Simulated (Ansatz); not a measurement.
**CH4BISi: one species, many methods**

One table from this session's results is given with a row withheld; the runs are named, their logs left out.

Method: functionals in def2-TZVPP, the program's frozen cores in correlated methods; program: Ansatz 0.2.0, Gaussian basis.

Plan: LDA (SPW92), PBE-D4, revPBE-D4, BLYP-D4, r2SCAN-D4, B97M-V, PBE0-D4, B3LYP-D4, r2SCANh-D4, r2SCAN0-D4, HSE06-D4, BHLYP-D4, CAM-B3LYP-D4, LC-ωPBE, ωB97X-V, ωB97M-V, B2PLYP, PBE-QIDH; CCSD(T)/def2-SVP; CCSD(T)/def2-TZVPP; MP2/def2-QZVPP; extrapolation to the limit; RPA on PBE.

1 further run of the same task is left out (for a known fault of the program).

### The geometry

An earlier PBE0-D4 in a triple-zeta def2 set relaxation fixed the geometry. I takes the def2 core potential; no spin-orbit term is included.

SMILES `IB1C[SiH2]1`, 8 atoms, charge 0, spin multiplicity 1.

Atoms are counted from 1 here; the program's logs count them from 0.

Bond lengths: I1–B2 2.093 Å, B2–C3 1.507 Å, B2–Si4 1.919 Å, C3–Si4 1.969 Å, C3–H5 1.095 Å, C3–H6 1.087 Å, Si4–H7 1.479 Å, Si4–H8 1.483 Å. Angles: I1–B2–C3 134.0°, I1–B2–Si4 143.7°, C3–B2–Si4 68.9°, B2–C3–Si4 65.5°, B2–C3–H5 117.6°, B2–C3–H6 124.4°, Si4–C3–H5 93.6°, Si4–C3–H6 135.6°, H5–C3–H6 111.5°, B2–Si4–C3 45.6°, B2–Si4–H7 125.5°, B2–Si4–H8 121.9°, C3–Si4–H7 107.3°, C3–Si4–H8 123.4°, H7–Si4–H8 112.4°.

The first run:

Input file in.yaml:

```yaml
crystal:
  periodic: [false, false, false]
  atoms:
    - {symbol: I, position_ang: [-2.817670, 1.185223, -0.262540]}
    - {symbol: B, position_ang: [-0.856151, 0.470215, -0.413215]}
    - {symbol: C, position_ang: [0.427171, 0.776110, 0.314304]}
    - {symbol: Si, position_ang: [0.235623, -1.099865, -0.251060]}
    - {symbol: H, position_ang: [1.326381, 0.938587, -0.288391]}
    - {symbol: H, position_ang: [0.484581, 1.299253, 1.265853]}
    - {symbol: H, position_ang: [1.403055, -1.424698, -1.099775]}
    - {symbol: H, position_ang: [-0.110891, -2.202024, 0.679023]}
basis:
  gaussian: {orbitals: def2-TZVPP}
hamiltonian: {xc: lda}
output: {orbitals: {seedname: orbitals}}
```

On the command line:

```sh
ansatz run in.yaml --threads 2 --pin off --events-out ev --progress --plain --max-ram 4352MiB
```

Steps of the session up to this table: LDA; PBE-D4 (GGA); revPBE-D4 (GGA); BLYP-D4 (GGA); r2SCAN-D4 (meta-GGA); B97M-V (meta-GGA); PBE0-D4 (hybrid); B3LYP-D4 (hybrid); r2SCANh-D4 (hybrid); r2SCAN0-D4 (hybrid); HSE06-D4 (hybrid); BHLYP-D4 (hybrid); CAM-B3LYP-D4 (range-separated); LC-ωPBE (range-separated); ωB97X-V (range-separated); ωB97M-V (range-separated); B2PLYP (double hybrid); PBE-QIDH (double hybrid).

One table of the session follows, with a row left open; its other results are not shown here.

It belongs to the step «Frontier levels by functional». 

| functional | HOMO (eV) | LUMO (eV) | gap (eV) |
| --- | --- | --- | --- |
| LDA (SPW92) | -5.81 | -3.05 | 2.76 |
| PBE-D4 | -5.68 | -2.85 | 2.83 |
| revPBE-D4 | ? | ? | ? |
| BLYP-D4 | -5.53 | -2.65 | 2.88 |
| r2SCAN-D4 | -5.89 | -2.66 | 3.23 |
| B97M-V | -5.92 | -2.60 | 3.32 |
| PBE0-D4 | -6.72 | -2.01 | 4.72 |
| B3LYP-D4 | -6.52 | -2.13 | 4.39 |
| r2SCANh-D4 | -6.27 | -2.36 | 3.92 |
| r2SCAN0-D4 | -6.86 | -1.90 | 4.96 |
| HSE06-D4 | -6.33 | -2.38 | 3.95 |
| BHLYP-D4 | -7.63 | -0.95 | 6.68 |
| CAM-B3LYP-D4 | -7.94 | -0.86 | 7.08 |
| LC-ωPBE | -9.21 | 0.16 | 9.36 |
| ωB97X-V | -8.89 | 0.11 | 9.01 |
| ωB97M-V | -8.75 | -0.05 | 8.70 |

**Question.** Estimate the row for revPBE-D4.

**Answer.** HOMO (eV): -5.63; LUMO (eV): -2.78; gap (eV): 2.86. In the column «HOMO (eV)» it lies between PBE-D4 (-5.68) and BLYP-D4 (-5.53).
